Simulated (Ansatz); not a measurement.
# BFH3NO: a dynamics run in two tries

Aim: a short trajectory for this system. SMILES of the start: NB(O)F.

All numbers below are computed with Ansatz 0.2.0 (RKS BHLYP-D4/STO-3G).

## (1) The structure to begin with

Bond lengths: B1–F2 1.323 Å, B1–O3 1.377 Å, O3–H4 0.999 Å, B1–N5 1.417 Å, N5–H6 1.024 Å, N5–H7 1.024 Å. Angles: F2–B1–O3 116.9°, F2–B1–N5 119.9°, O3–B1–N5 123.2°, B1–O3–H4 109.0°, B1–N5–H6 122.7°, B1–N5–H7 124.6°, H6–N5–H7 112.7°.

Coordinates:

```xyz
7

B    -0.0326   -0.1754    0.0996
F    -0.1696   -0.2383    1.4136
O     1.2523   -0.2011   -0.3957
H     1.2182   -0.1479   -1.3923
N    -1.1800   -0.0866   -0.7263
H    -2.1325   -0.0683   -0.3497
H    -1.1587   -0.0343   -1.7491
```

## (2) The run

Contents of input.yaml:

```yaml
crystal:
  periodic: [false, false, false]
  atoms:
    - { symbol: B, position_ang: [-0.032561, -0.175438, 0.099604] }
    - { symbol: F, position_ang: [-0.169631, -0.238287, 1.413582] }
    - { symbol: O, position_ang: [1.252306, -0.201051, -0.395723] }
    - { symbol: H, position_ang: [1.218214, -0.147926, -1.392303] }
    - { symbol: "N", position_ang: [-1.180025, -0.086614, -0.726277] }
    - { symbol: H, position_ang: [-2.132494, -0.068298, -0.349719] }
    - { symbol: H, position_ang: [-1.158709, -0.034285, -1.749065] }
basis:
  gaussian: { orbitals: STO-3G }
hamiltonian:
  xc: { name: BHLYP }
  dispersion: d4
md:
  timestep: 0.5
  n_steps: 25
  ensemble: npt_langevin
  temperature: 300.0
  initial_velocities: maxwell_boltzmann
  seed: 216094
  friction: 0.02
  pressure: 1.0
```

The run is started by

```bash
$ ansatz run input.yaml --threads 1 --pin off --max-ram 2048MiB --backend cpu --events-out ev --progress --plain --runs-dir out
```

Q: Predict the outcome of this session. Wanted: first try.

As calculated:

```
 quantity                                                                    value
first try                                                                  refused
    cause  a barostat needs a periodic cell, and a molecule in free space has none
```

In words: The fault in the first input was caught at the input check and cost nothing.
